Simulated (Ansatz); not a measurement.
# BH7N2OSi: geometry optimisation from a Python script

What geometry does BH7N2OSi take? A script is to give a geometry optimisation; the system is BH7N2OSi. SMILES: N[SiH2]B(N)O.

Program: Ansatz 0.2.0, driven from Python. Level of theory: B3LYP/def2-SVP. These are calculated values, not measurements.

### Step 1. Starting point

Bond lengths: N1–Si2 1.733 Å, Si2–B3 1.930 Å, B3–N4 1.527 Å, B3–O5 1.479 Å, N1–H6 1.017 Å, N1–H7 1.086 Å, Si2–H8 1.482 Å, Si2–H9 1.469 Å, N4–H10 1.015 Å, N4–H11 1.118 Å, O5–H12 1.016 Å. Angles (14 of 16 angles, heavy atoms first): N1–Si2–B3 108.4°, Si2–B3–N4 124.9°, Si2–B3–O5 119.9°, N4–B3–O5 115.1°, N1–Si2–H8 111.5°, N1–Si2–H9 110.0°, B3–Si2–H8 108.0°, B3–Si2–H9 110.4°, Si2–N1–H6 112.2°, Si2–N1–H7 107.4°, B3–N4–H10 105.8°, B3–N4–H11 102.1°, B3–O5–H12 106.8°, H8–Si2–H9 108.5°.

No structure file is read: the coordinates are typed or built in the script.

### Step 2. The script

Input file opt.py:

```python
'''Geometry optimisation of BH7N2OSi.'''

import itertools

import ansatz as az
from ase.data import atomic_numbers, covalent_radii
import numpy as np

GEOMETRY = '''
N    -2.04720    0.32160   -0.00340
Si   -0.68700   -0.01760    1.01470
B     0.91430    0.05660   -0.06100
N     1.21220   -0.85590   -1.24890
O     1.99740    0.99990    0.29140
H    -2.10470   -0.31740   -0.79190
H    -1.88450    1.30030   -0.44610
H    -0.55700    0.98410    2.09980
H    -0.83480   -1.34610    1.62300
H     1.20420   -0.25510   -2.06710
H     0.26700   -1.44750   -1.33380
H     2.59700    0.52200    0.95730
'''


def main() -> None:
    molecule = az.Crystal.molecule()
    for line in GEOMETRY.strip().splitlines():
        symbol, *xyz = line.split()
        molecule = molecule.atom(symbol, [float(v) for v in xyz])

    setup = molecule.calculation()
    setup = setup.basis(gaussian='def2-SVP')
    setup = setup.functional('b3lyp')
    symbols = [site.symbol for site in molecule.cartesian_sites]
    start = np.array([site.position_ang for site in molecule.cartesian_sites], dtype=float)
    report = setup.relax(force_tolerance=0.02).run().report
    end = np.array(report['positions_ang'])

    for key in ('converged', 'free_energy_ev', 'reference_energy_ev', 'n_frozen', 'n_occupied', 'n_virtual'):
        print(f'{key:22s} {report[key]}')

    # pairs closer than 1.2 times the sum of covalent radii, before or after
    radius = [covalent_radii[atomic_numbers[s]] for s in symbols]
    span = lambda where, i, j: np.linalg.norm(where[i] - where[j])
    bonded = [(i, j) for i, j in itertools.combinations(range(len(symbols)), 2) if min(span(start, i, j), span(end, i, j)) < 1.2 * (radius[i] + radius[j])]
    print('pair        before    after (A)')
    for i, j in bonded:
        print(f'{symbols[i]}{i}-{symbols[j]}{j}'.ljust(10), f'{span(start, i, j):8.4f} {span(end, i, j):8.4f}')
    for first, second in list(itertools.combinations(bonded, 2)):
        shared = set(first) & set(second)
        if shared and symbols[(j := shared.pop())] != 'H':
            i, k = sorted((set(first) | set(second)) - {j})
            u, v = end[i] - end[j], end[k] - end[j]
            angle = np.degrees(np.arccos(np.clip(u @ v / np.linalg.norm(u) / np.linalg.norm(v), -1, 1)))
            print(f'final angle {symbols[i]}{i}-{symbols[j]}{j}-{symbols[k]}{k}: {angle:.2f} deg')


if __name__ == '__main__':
    main()
```

### Step 3. The calls as engine input

The package turns the script's settings into the engine's input:

```yaml
crystal:
  periodic: [false, false, false]
  atoms:
    - { symbol: "N", position_ang: [-2.0472, 0.3216, -0.0034] }
    - { symbol: Si, position_ang: [-0.687, -0.0176, 1.0147] }
    - { symbol: B, position_ang: [0.9143, 0.0566, -0.061] }
    - { symbol: "N", position_ang: [1.2122, -0.8559, -1.2489] }
    - { symbol: O, position_ang: [1.9974, 0.9999, 0.2914] }
    - { symbol: H, position_ang: [-2.1047, -0.3174, -0.7919] }
    - { symbol: H, position_ang: [-1.8845, 1.3003, -0.4461] }
    - { symbol: H, position_ang: [-0.557, 0.9841, 2.0998] }
    - { symbol: H, position_ang: [-0.8348, -1.3461, 1.623] }
    - { symbol: H, position_ang: [1.2042, -0.2551, -2.0671] }
    - { symbol: H, position_ang: [0.267, -1.4475, -1.3338] }
    - { symbol: H, position_ang: [2.597, 0.522, 0.9573] }
basis:
  gaussian:
    orbitals: def2-SVP
hamiltonian:
  xc: b3lyp
relax:
  f_tol: 0.02
```

### Step 4. Running it

Started as:

```console
python opt.py
```

**Question.** What results will this script give? Wanted: total energy; dipole moment; moves of the relaxation; energy gained; last largest force component.

**Answer**, as computed:

| quantity | value |
| --- | --- |
| total energy | -13691.9333 eV |
| dipole moment | 1.34 D |
| moves of the relaxation | 25 |
| energy gained | 1.948 eV |
| last largest force component | 0.0082 eV/Å |

What this shows: After 25 moves the largest shift is 1.191 Å, of atom 6 (H). So large a move can change the bonding: the results belong to the relaxed structure. Caveats:
- The end point is the stationary point reached from this start; no frequency run checks that it is a minimum, and the basis set is modest.
- b3lyp holds the VWN-RPA fit, as in Gaussian; the form of ORCA and Turbomole is b3lyp5.
